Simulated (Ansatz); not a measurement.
# CH₇BFNSi: up Jacob's ladder to CCSD(T)

An exercise on one series of results from a longer session: the logs are not shown, and one member is left open.

Computed with Ansatz 0.2.0, Gaussian basis. Level: functionals in def2-TZVPP, the program's frozen cores in correlated methods.

Levels to be run: PBE-D4, r2SCAN-D4, PBE0-D4, B3LYP-D4, ωB97X-V, ωB97M-V, B2PLYP; CCSD(T)/def2-TZVPP; MP2/def2-QZVPP; extrapolation to the limit.

## Structure used throughout

The geometry comes from an earlier relaxation with PBE0-D4 in a triple-zeta def2 set; it is a stationary point, not always the lowest conformer.

SMILES `B[Si](C)(N)F`, 12 atoms, charge 0, spin multiplicity 1.

Atoms are counted from 1 here; the program's logs count them from 0.

Bond lengths: B1–Si2 2.009 Å, B1–H6 1.198 Å, B1–H7 1.197 Å, Si2–C3 1.859 Å, Si2–N4 1.708 Å, Si2–F5 1.618 Å, C3–H8 1.092 Å, C3–H9 1.092 Å, C3–H10 1.094 Å, N4–H11 1.007 Å, N4–H12 1.007 Å. Angles: Si2–B1–H6 119.6°, Si2–B1–H7 123.9°, H6–B1–H7 116.5°, B1–Si2–C3 118.4°, B1–Si2–N4 105.4°, B1–Si2–F5 106.1°, C3–Si2–N4 107.8°, C3–Si2–F5 106.0°, N4–Si2–F5 113.3°, Si2–C3–H8 111.0°, Si2–C3–H9 110.6°, Si2–C3–H10 111.1°, H8–C3–H9 108.1°, H8–C3–H10 108.3°, H9–C3–H10 107.6°, Si2–N4–H11 121.8°, Si2–N4–H12 122.8°, H11–N4–H12 111.8°.

Geometry (Å):

```xyz
12
charge 0, multiplicity 1
B     0.9249    1.0730    1.3837
Si    0.3317    0.0810   -0.2589
C    -1.4296    0.2721   -0.8207
N     0.5935   -1.5702    0.0891
F     1.2486    0.6324   -1.4727
H     2.0195    0.8775    1.8310
H     0.2320    1.8408    1.9855
H    -2.1267    0.0033   -0.0238
H    -1.6298    1.3054   -1.1131
H    -1.6371   -0.3626   -1.6870
H     1.4532   -1.8965    0.4985
H     0.0967   -2.3112   -0.3776
```

Set-up of the first run:

in.yaml

```yaml
crystal:
  periodic: [false, false, false]
  atoms:
    - {symbol: B, position_ang: [0.924915, 1.073019, 1.383712]}
    - {symbol: Si, position_ang: [0.331744, 0.080954, -0.258895]}
    - {symbol: C, position_ang: [-1.429593, 0.272063, -0.820746]}
    - {symbol: N, position_ang: [0.593513, -1.570230, 0.089091]}
    - {symbol: F, position_ang: [1.248584, 0.632388, -1.472724]}
    - {symbol: H, position_ang: [2.019477, 0.877457, 1.830988]}
    - {symbol: H, position_ang: [0.232004, 1.840824, 1.985525]}
    - {symbol: H, position_ang: [-2.126696, 0.003309, -0.023756]}
    - {symbol: H, position_ang: [-1.629808, 1.305383, -1.113061]}
    - {symbol: H, position_ang: [-1.637074, -0.362580, -1.687017]}
    - {symbol: H, position_ang: [1.453205, -1.896451, 0.498522]}
    - {symbol: H, position_ang: [0.096731, -2.311236, -0.377639]}
basis:
  gaussian: {orbitals: def2-TZVPP}
hamiltonian: {xc: pbe, dispersion: d4}
output: {forces: true, orbitals: {seedname: orbitals}}
```

The run is started by

```sh
> ansatz run in.yaml --threads 4 --pin off --events-out ev --progress --plain --max-ram 10444MiB
```

Among the steps run: PBE-D4 (GGA); r2SCAN-D4 (meta-GGA); PBE0-D4 (hybrid); B3LYP-D4 (hybrid); ωB97X-V (range-separated); ωB97M-V (range-separated); B2PLYP (double hybrid); CCSD(T) in def2-TZVPP; MP2 in def2-QZVPP.

One table of the session follows, with a row left open; its other results are not shown here.

| method | atomisation energy (eV) |
| --- | --- |
| PBE-D4 | ? |
| r2SCAN-D4 | 45.636 |
| PBE0-D4 | 45.490 |
| B3LYP-D4 | 45.711 |
| ωB97X-V | 45.804 |
| ωB97M-V | 45.783 |
| B2PLYP | 45.196 |
| HF/def2-TZVPP | 34.086 |
| MP2/def2-TZVPP | 44.976 |
| CCSD/def2-TZVPP | 43.852 |
| CCSD(T)/def2-TZVPP | 44.376 |
| MP2/CBS | 46.192 |
| CCSD(T)/CBS | 45.591 |

Q: Estimate the row for PBE-D4 from the others.

As computed: atomisation energy (eV): 46.104. In the column «atomisation energy (eV)» it lies between ωB97X-V (45.804) and MP2/CBS (46.192).

Limits of these values: Free atoms (1 B, 1 Si, 1 C, 1 N, 1 F, 7 H) were run apart at each level; the atomisation energy is their sum less the molecule, without zero-point or spin-orbit terms.
